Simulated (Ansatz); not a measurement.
This script drives Ansatz 0.2.0 through its Python package.

`c2h4cli.xyz`
```text
8

Cl   -1.69170    1.00530    0.62380
C    -0.02860    0.74280    0.23250
C     0.20950   -0.72340   -0.07650
I    -0.39700   -1.29940   -2.00040
H     0.26140    1.38890   -0.61720
H     0.54530    1.06990    1.11350
H    -0.17000   -1.36250    0.71500
H     1.36320   -0.87860   -0.04660
```

`scan.py`
```python
"""Potential curve of C2H4ClI along one bond."""

import warnings

import ansatz as az
import numpy as np

warnings.simplefilter("ignore", az.DeckWarning)

system = az.Crystal.molecule_from_extxyz("c2h4cli.xyz")

symbols = [site.symbol for site in system.cartesian_sites]
start = np.array([site.position_ang for site in system.cartesian_sites])
axis = (start[2] - start[1]) / np.linalg.norm(start[2] - start[1])
moving = [2, 3, 6, 7]
lengths, energies = [1.335, 1.396, 1.457, 1.517, 1.578, 1.639, 1.699, 1.79], []
for length in lengths:
    xyz = start.copy()
    xyz[moving] += (length - np.linalg.norm(start[2] - start[1])) * axis
    point = az.Crystal.molecule()
    for symbol, place in zip(symbols, xyz):
        point = point.atom(symbol, place.tolist())
    calc = point.calculation()
    calc = calc.basis(gaussian="def2-SVP")
    calc = calc.functional("PBE0", dispersion="d4")
    r = calc.run().report
    energies.append(r["free_energy_ev"])
    print(f"r = {length:6.3f} A  E = {energies[-1]:.5f} eV  <S^2> = {abs(r['mean_field']['state']['spin_squared']):.3f}")

# quartic fit about the minimum
fit = np.polynomial.Polynomial.fit(lengths, np.array(energies) - min(energies), 4).convert()
roots = [r.real for r in fit.deriv().roots() if abs(r.imag) < 1e-9 and fit.deriv(2)(r.real) > 0]
r_e = min(roots, key=lambda r: abs(r - lengths[int(np.argmin(energies))]))
print(f"minimum of the fit at {r_e:.4f} A, force constant {fit.deriv(2)(r_e):.2f} eV/A^2")
```

It is started by `python scan.py`. Estimate its wall time and peak memory on 1 thread of Arm Neoverse V2 (shared host).

It took about 27 s, with a peak of 0.26 GiB, for 8 runs of the engine.

```console
$ python scan.py
r =  1.335 A  E = -22750.21844 eV  <S^2> = 0.000
r =  1.396 A  E = -22750.62302 eV  <S^2> = 0.000
r =  1.457 A  E = -22750.82568 eV  <S^2> = 0.000
r =  1.517 A  E = -22750.87984 eV  <S^2> = 0.000
r =  1.578 A  E = -22750.82723 eV  <S^2> = 0.000
r =  1.639 A  E = -22750.69668 eV  <S^2> = 0.000
r =  1.699 A  E = -22750.51491 eV  <S^2> = 0.000
r =  1.790 A  E = -22750.17515 eV  <S^2> = 0.000
minimum of the fit at 1.5143 A, force constant 29.74 eV/A^2
```

Reading the output:
- The settings weren't tested for convergence.
- The rest of the molecule is held rigid at a force-field or estimated start geometry, and the basis set is modest; single-reference methods fail as a bond breaks.
- def2 sets replace the cores of elements past krypton by effective core potentials.
- The orbitals are restricted, so S² is zero by construction.

(Lines on the test bed's own set-up are left out of the output.)
